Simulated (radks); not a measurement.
# Ni²⁺ with its nuclear charge varied continuously

Aim: the energy of 26 electrons in [Ar] 3d8 as the nuclear charge moves through non-integer values, and a test of dE/dZ = E(electron-nucleus)/Z.

The numbers are computed with radks (a radial shooting solver on a logarithmic mesh, Libxc functionals) version 1 (scalar-relativistic Kohn-Sham, PBE, spin-polarised, spherical densities, finite nucleus; open shells are filled with parallel spins first), except any that are marked as measured or tabulated.

### 1 The system

```
element            : nickel (Z = 28)
charge             : +2
electrons          : 26
configuration      : [Ar] 3d8
nuclear rms radius : 3.7757 fm
```

Outer shells as boxes (Hund's rule):

Ni²⁺
```
[Ar] core
3d [↑↓][↑↓][↑↓][↑ ][↑ ]
```

### 2 Z = 28

Settings of this run:

```text
Z 28
configuration [Ar] 3d8
relativity scalar-relativistic
functional pbe,pbe
spin polarised
nucleus finite rms 3.7757 fm
c 137.035999084
```

### 3 Z = 27.5

Settings, as their differences from step 2:

```diff
@@ -1,2 +1,2 @@
-Z 28
+Z 27.5
 configuration [Ar] 3d8
```

### 4 Z = 27.75

Settings, as their differences from step 3:

```diff
@@ -1,2 +1,2 @@
-Z 27.5
+Z 27.75
 configuration [Ar] 3d8
```

### 5 Z = 28.25

Settings, as their differences from step 4:

```diff
@@ -1,2 +1,2 @@
-Z 27.75
+Z 28.25
 configuration [Ar] 3d8
```

### 6 Z = 28.5

Settings, as their differences from step 5:

```diff
@@ -1,2 +1,2 @@
-Z 28.25
+Z 28.5
 configuration [Ar] 3d8
```

### 7 Z = 28.75

Settings, as their differences from step 6:

```diff
@@ -1,2 +1,2 @@
-Z 28.5
+Z 28.75
 configuration [Ar] 3d8
```

### 8 Z = 29

Settings, as their differences from step 7:

```diff
@@ -1,2 +1,2 @@
-Z 28.75
+Z 29
 configuration [Ar] 3d8
```

Before running it: what results should come out? Wanted: for each run, Z; E; E(electron-nucleus)/Z; highest level; its energy; <r>.

**Answer**, as computed:

```
    Z  E (hartree)  E(electron-nucleus)/Z (hartree)  highest level  its energy (eV)  <r> (bohr)
 27.5  -1455.49472                         -126.537        3d down          -18.632       1.062
27.75  -1487.35015                         -128.067        3d down          -22.787       1.019
   28  -1519.58877                         -129.595        3d down          -27.228      0.9817
28.25  -1552.21012                         -131.121        3d down          -31.944      0.9480
 28.5  -1585.21384                         -132.646        3d down          -36.924      0.9174
28.75  -1618.59966                         -134.170        3d down          -42.159      0.8895
   29  -1652.36738                         -135.693        3d down          -47.643      0.8639
```

At Z = 28 the central difference of E is -129.720 hartree, against -129.595 from the Hellmann-Feynman theorem; the scalar-relativistic energy here is not variational, so the two differ by a part that grows with Z. The top level goes from -18.632 eV at Z = 27.5 to -47.643 eV at Z = 29.
